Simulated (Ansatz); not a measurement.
# Ti2AlC: uniaxial strain along a

A series on Ti2AlC: uniaxial strain along a, -3 to +3 %; the lengths of b and c and the atoms relax, the angles are held. Wanted: energy, stress and any gap along the series.

Method: DFT r2SCAN, scalar-relativistic, plane waves, PAW, in Ansatz 0.2.0.

2 further runs of the same task are left out: 2 set aside as unsound or not needed.

### 1 Starting point

Symmetry: P6_3/mmc, No. 194, hexagonal system. Conventional cell: a = 3.055 Å, b = 3.055 Å, c = 13.718 Å, α = 90.00°, β = 90.00°, γ = 120.00°. Ti (site symmetry 3m) has 3 C at 2.10 Å as nearest neighbours. Around Al (site symmetry -6m2) lie 6 Ti at 2.89 Å and 6 Al at 3.05 Å. C (site symmetry -3m) is surrounded by 6 Ti at 2.10 Å.

Coordinates:

```cif
data_structure
_symmetry_space_group_name_H-M 'P 1'
_symmetry_Int_Tables_number 1
_cell_length_a 3.0547
_cell_length_b 3.0547
_cell_length_c 13.7182
_cell_angle_alpha 90.000
_cell_angle_beta 90.000
_cell_angle_gamma 120.000
_cell_volume 110.86
loop_
_atom_site_label
_atom_site_type_symbol
_atom_site_fract_x
_atom_site_fract_y
_atom_site_fract_z
_atom_site_occupancy
Ti1 Ti 0.33333 0.66667 0.08346 1
Ti2 Ti 0.66667 0.33333 0.58346 1
Ti3 Ti 0.66667 0.33333 0.91654 1
Ti4 Ti 0.33333 0.66667 0.41654 1
Al1 Al 0.33333 0.66667 0.75000 1
Al2 Al 0.66667 0.33333 0.25000 1
C1 C 0.00000 0.00000 0.00000 1
C2 C 0.00000 0.00000 0.50000 1
```

It goes back to an entry of the Materials Project, which need not be the stable form.

It is the result of an earlier relaxation at this level (volume 13.86 Å³/atom; gap on the mesh: none (metal)).

### 2 Reference cell for the strains

Input file input.yaml:

```yaml
crystal:
  lattice:
    - [3.0547420263, 0.0, 0.0]
    - [-1.5273710132, 2.6454841968, 0.0]
    - [0.0, 0.0, 13.7182336539]
  atoms:
    - { symbol: Ti, position: [0.3333333333, 0.6666666667, 0.0834562201] }
    - { symbol: Ti, position: [0.6666666667, 0.3333333333, 0.5834562201] }
    - { symbol: Ti, position: [0.6666666667, 0.3333333333, 0.9165437799] }
    - { symbol: Ti, position: [0.3333333333, 0.6666666667, 0.4165437799] }
    - { symbol: Al, position: [0.3333333333, 0.6666666667, 0.75] }
    - { symbol: Al, position: [0.6666666667, 0.3333333333, 0.25] }
    - { symbol: C, position: [0.0, 0.0, 0.0] }
    - { symbol: C, position: [0.0, 0.0, 0.5] }
basis:
  ecutwfc: 500
kpoints:
  mp_grid: { grid: [12, 12, 4] }
hamiltonian:
  xc: r2scan
scf:
  occupations: { method: gaussian, width: 0.1 }
output:
  forces: true
  stress: true
  eigenvalues: true
```

Run with:

```sh
$ ansatz run input.yaml --threads 2 --pin off --max-ram 5120MiB --backend cpu --events-out ev --progress --plain --runs-dir out
```

Further runs follow: At -1.5 %; At +1.5 %; the cell strained by -3.0 %; strain +3.0 %.

Q: Predict the outcome of this session. Wanted: (1/V) d²E/dε² at zero strain, cubic fit; strain of the free axis b per applied strain.

As calculated:

```
                                    quantity                    value
                         largest energy cost  12.7 meV/atom at -3.0 %
     (1/V) d²E/dε² at zero strain, cubic fit                  305 GPa
strain of the free axis b per applied strain                     0.14
```

What this shows: From the curvature follows Young's modulus along a, angles held: 305 GPa. Compression by 3 % costs 12.7 meV/atom and stretching 11.1. The free axis b moves with the applied strain (factor 0.14).
